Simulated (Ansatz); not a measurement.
# C3H8SeSi2: the cost of one run

Method: RHF/def2-SVP, in Ansatz 0.2.0.

## Step 1: The system as given

Bond lengths: C1–C2 1.154 Å, C2–Si3 1.791 Å, Si3–C4 1.908 Å, Si3–Si5 2.243 Å, Si5–Se6 2.300 Å, C1–H7 1.085 Å, Si3–H8 1.462 Å, C4–H9 1.158 Å, C4–H10 1.035 Å, C4–H11 1.162 Å, Si5–H12 1.474 Å, Si5–H13 1.516 Å, Se6–H14 1.562 Å. Angles (14 of 21 angles, heavy atoms first): C1–C2–Si3 178.2°, C2–Si3–C4 111.6°, C2–Si3–Si5 109.8°, C4–Si3–Si5 106.1°, Si3–Si5–Se6 109.3°, C2–C1–H7 175.4°, C2–Si3–H8 113.0°, C4–Si3–H8 108.7°, Si5–Si3–H8 107.3°, Si3–C4–H9 107.9°, Si3–C4–H10 113.1°, Si3–C4–H11 105.3°, Si3–Si5–H12 111.4°, Si3–Si5–H13 108.2°.

Structure file:

```xyz
14

C    -2.8149    0.0385    0.1596
C    -1.7376   -0.1126   -0.2255
Si   -0.0636   -0.3966   -0.7960
C     0.7663   -1.8334    0.1465
Si    1.1935    1.4173   -0.3945
Se    1.1765    1.8681    1.8611
H    -3.8285    0.2555    0.4792
H     0.0137   -0.6697   -2.2303
H     0.6886   -1.6070    1.2796
H     1.7380   -2.0132   -0.1617
H     0.0765   -2.7517   -0.0271
H     2.5921    1.2046   -0.8087
H     0.5676    2.5951   -1.1154
H    -0.3813    1.9756    1.8620
```

## Step 2: End point A

Contents of input.yaml:

```yaml
crystal:
  periodic: [false, false, false]
  atoms:
    - { symbol: C, position_ang: [-2.8149, 0.0385, 0.1596] }
    - { symbol: C, position_ang: [-1.7376, -0.1126, -0.2255] }
    - { symbol: Si, position_ang: [-0.0636, -0.3966, -0.796] }
    - { symbol: C, position_ang: [0.7663, -1.8334, 0.1465] }
    - { symbol: Si, position_ang: [1.1935, 1.4173, -0.3945] }
    - { symbol: Se, position_ang: [1.1765, 1.8681, 1.8611] }
    - { symbol: H, position_ang: [-3.8285, 0.2555, 0.4792] }
    - { symbol: H, position_ang: [0.0137, -0.6697, -2.2303] }
    - { symbol: H, position_ang: [0.6886, -1.607, 1.2796] }
    - { symbol: H, position_ang: [1.738, -2.0132, -0.1617] }
    - { symbol: H, position_ang: [0.0765, -2.7517, -0.0271] }
    - { symbol: H, position_ang: [2.5921, 1.2046, -0.8087] }
    - { symbol: H, position_ang: [0.5676, 2.5951, -1.1154] }
    - { symbol: H, position_ang: [-0.3813, 1.9756, 1.862] }
basis:
  gaussian: { orbitals: def2-SVP }
hamiltonian:
  xc: hf
relax:
  f_tol: 0.015
  max_steps: 40
output:
  orbitals: {}
```

The run is started by

```console
$ ansatz run input.yaml --threads 2 --pin off --max-ram 3072MiB --backend cpu --events-out ev --progress --plain --runs-dir out
```

**Question.** How long does this run take on 2 threads of Arm Neoverse V2, shared host, and how much memory does it need?

About 32 s, with a peak of 0.47 GiB.
